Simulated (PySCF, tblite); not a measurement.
# C₆H₁₁P: geometry, infrared bands and NMR shifts

Aim: predict the infrared bands and NMR shifts of C₆H₁₁P (`CC1=CCCP1C`).

Programs: tblite 0.8.0 and PySCF 2.14.0, with density-fitted response routines of our own. Each step states its level of theory. These are calculated values for one molecule in the gas phase, unless marked as measured. Atoms are numbered from 0 throughout.

## Step 1: The starting structure

18 atoms, charge 0, multiplicity 1; geometry from: force field or distance geometry start.

Bonds of the start (Å): C0–C1 1.52, C1–C2 1.33, C2–C3 1.47, C3–C4 1.48, C4–P5 1.89, P5–C6 1.83, P5–C1 1.85, C0–H7 1.11, C0–H8 1.10, C0–H9 1.12, C2–H10 1.10, C3–H11 1.12, C3–H12 1.15, C4–H13 1.10, C4–H14 1.11, C6–H15 1.12, C6–H16 1.11, C6–H17 1.09.

## Step 2: Optimising the geometry with GFN2-xTB

Job settings and geometry (Å):

```
{"job": {"kind": "relax", "xc": "GFN2-xTB", "basis": "xTB"}, "charge": 0, "multiplicity": 1}
C      2.096800    -0.972900    -0.060500
C      0.607700    -0.712000    -0.190500
C     -0.332600    -1.606800     0.081600
C     -1.684500    -1.083700    -0.130800
C     -1.800800     0.366900     0.155400
P     -0.200500     0.868200    -0.713400
C      0.575700     2.367700    -0.002000
H      2.472000    -0.740200     0.962800
H      2.570300    -0.385500    -0.863300
H      2.283700    -2.064100    -0.208900
H     -0.093700    -2.627700     0.411600
H     -2.082800    -1.265600    -1.164700
H     -2.379100    -1.726000     0.515000
H     -2.661700     0.871600    -0.304100
H     -1.628700     0.652100     1.214600
H      0.902300     3.001700    -0.859900
H     -0.116000     3.006200     0.590500
H      1.463200     2.056200     0.554800
```

On the command line:

```bash
OMP_NUM_THREADS=1 python probes_run.py task.json out
```

The driver reads the jobs from task.json and runs them one after another.

**Question.** This job is followed by: GFN2-xTB harmonic vibrations, gas phase; GIAO PBE0/pcSseg-1 NMR shielding, non-relativistic, gas phase. What will the session give for the following? strongest single infrared mode (GFN2-xTB); zero-point energy (GFN2-xTB); ¹³C shifts against TMS (PBE0/pcSseg-1); ¹H shifts against TMS (PBE0/pcSseg-1, means over atoms taken as alike); ³¹P shifts against H3PO4 (PBE0/pcSseg-1); surface potential, 1st and 99th percentile.

**Answer**, as computed:

```
                                                              quantity                                     value
                             strongest single infrared mode (GFN2-xTB)                      3057 cm⁻¹, 77 km/mol
                                          zero-point energy (GFN2-xTB)                             95.1 kcal/mol
                                ¹³C shifts against TMS (PBE0/pcSseg-1)  154.9, 140.5, 37.6, 29.3, 20.6, 16.0 ppm
¹H shifts against TMS (PBE0/pcSseg-1, means over atoms taken as alike)          6.04, 2.82, 2.08, 1.83, 1.04 ppm
                              ³¹P shifts against H3PO4 (PBE0/pcSseg-1)                                 -24.4 ppm
                                 surface potential, 1st and 99th percentile                        -1.19 V and 0.68 V
```

In words: Relaxing lowered the energy by 0.956 eV in 140 steps; the close pair that moved most is C3–H12, from 1.145 to 1.095 Å. All 48 modes are real, so the xTB geometry is a minimum. The strongest single mode, at 3057 cm⁻¹, moves mainly H10. GFN2-xTB is a fitted tight-binding method: band positions and strengths are rough. Its intensities can rank the bands wrongly. The most deshielded hydrogen is H10 (hydrogen on an alkene CH), at 6.04 ppm: olefinic region. At PBE0/pcSseg-1: The largest span, 204 ppm, is at C1, where the paramagnetic term is -235 ppm.
